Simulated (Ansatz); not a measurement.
**F₃HNTa: a ladder of functionals and wavefunction methods**

The task here is to estimate one member of a computed series from the others.

The runs use Ansatz 0.2.0, Gaussian basis; functionals in def2-TZVPP, the program's frozen cores in correlated methods.

Levels to be run: LDA (SPW92), PBE-D4, revPBE-D4, BLYP-D4, r2SCAN-D4, B97M-V, PBE0-D4, B3LYP-D4, r2SCANh-D4, r2SCAN0-D4, HSE06-D4, BHLYP-D4, CAM-B3LYP-D4, LC-ωPBE, ωB97X-V, ωB97M-V, B2PLYP, PBE-QIDH; CCSD(T)/def2-SVP; CCSD(T)/def2-TZVPP; MP2/def2-QZVPP; extrapolation to the limit; RPA on PBE.

### Structure used throughout

The geometry comes from an earlier relaxation with PBE0-D4 in a triple-zeta def2 set; it is a stationary point. Ta takes the def2 core potential; no spin-orbit term is included.

6 atoms, charge 0, spin multiplicity 1.

Atoms are counted from 1 here; the program's logs count them from 0.

Bond lengths: N1–Ta2 1.752 Å, N1–H6 1.006 Å, Ta2–F3 1.875 Å, Ta2–F4 1.875 Å, Ta2–F5 1.875 Å. Angles: Ta2–N1–H6 179.9°, N1–Ta2–F3 108.4°, N1–Ta2–F4 108.4°, N1–Ta2–F5 108.4°, F3–Ta2–F4 110.6°, F3–Ta2–F5 110.6°, F4–Ta2–F5 110.5°.

Set-up of the first run:

Contents of in.yaml:

```yaml
crystal:
  periodic: [false, false, false]
  atoms:
    - {symbol: N, position_ang: [-0.785591, 0.677481, 0.752008]}
    - {symbol: Ta, position_ang: [0.286063, -0.253220, -0.274967]}
    - {symbol: F, position_ang: [1.488828, -1.187016, 0.818580]}
    - {symbol: F, position_ang: [-0.750520, -1.446747, -1.282643]}
    - {symbol: F, position_ang: [1.203843, 0.932784, -1.399881]}
    - {symbol: H, position_ang: [-1.400521, 1.212718, 1.340702]}
basis:
  gaussian: {orbitals: def2-TZVPP}
hamiltonian: {xc: lda}
output: {orbitals: {seedname: orbitals}}
```

Run with:

```bash
$ ansatz run in.yaml --threads 4 --pin off --events-out ev --progress --plain --max-ram 10444MiB
```

Steps of the session up to this table: LDA; PBE-D4 (GGA); revPBE-D4 (GGA); BLYP-D4 (GGA); r2SCAN-D4 (meta-GGA); B97M-V (meta-GGA); B3LYP-D4 (hybrid); r2SCANh-D4 (hybrid); r2SCAN0-D4 (hybrid); HSE06-D4 (hybrid); BHLYP-D4 (hybrid); CAM-B3LYP-D4 (range-separated); LC-ωPBE (range-separated); ωB97X-V (range-separated); ωB97M-V (range-separated); B2PLYP (double hybrid); PBE-QIDH (double hybrid).

One table of the session follows, with a row left open; its other results are not shown here.

It belongs to the step «Frontier levels by functional». 

| functional | HOMO (eV) | gap (eV) |
| --- | --- | --- |
| LDA (SPW92) | -7.37 | 5.10 |
| PBE-D4 | -7.12 | 5.18 |
| revPBE-D4 | -7.03 | 5.21 |
| BLYP-D4 | -6.98 | 5.10 |
| r2SCAN-D4 | -7.43 | 5.65 |
| B97M-V | -7.41 | 5.65 |
| PBE0-D4 | -8.57 | 7.51 |
| B3LYP-D4 | -8.31 | 6.96 |
| r2SCANh-D4 | -7.97 | 6.52 |
| r2SCAN0-D4 | -8.78 | 7.83 |
| HSE06-D4 | -8.16 | 6.72 |
| BHLYP-D4 | ? | ? |
| CAM-B3LYP-D4 | -9.97 | 10.02 |
| LC-ωPBE | -11.33 | 12.68 |
| ωB97X-V | -10.96 | 12.12 |
| ωB97M-V | -10.87 | 11.58 |

Estimate the missing values for BHLYP-D4.

Worked estimate for «HOMO (eV)». Against the share of exact exchange, BLYP-D4 (0, -6.98), B3LYP-D4 (0.2, -8.31) give a slope of -6.65 per unit share; at 0.5 the line stands at -10.30.

The run gave: HOMO (eV): -9.87; gap (eV): 9.78. In «HOMO (eV)» the line misses by -0.43.
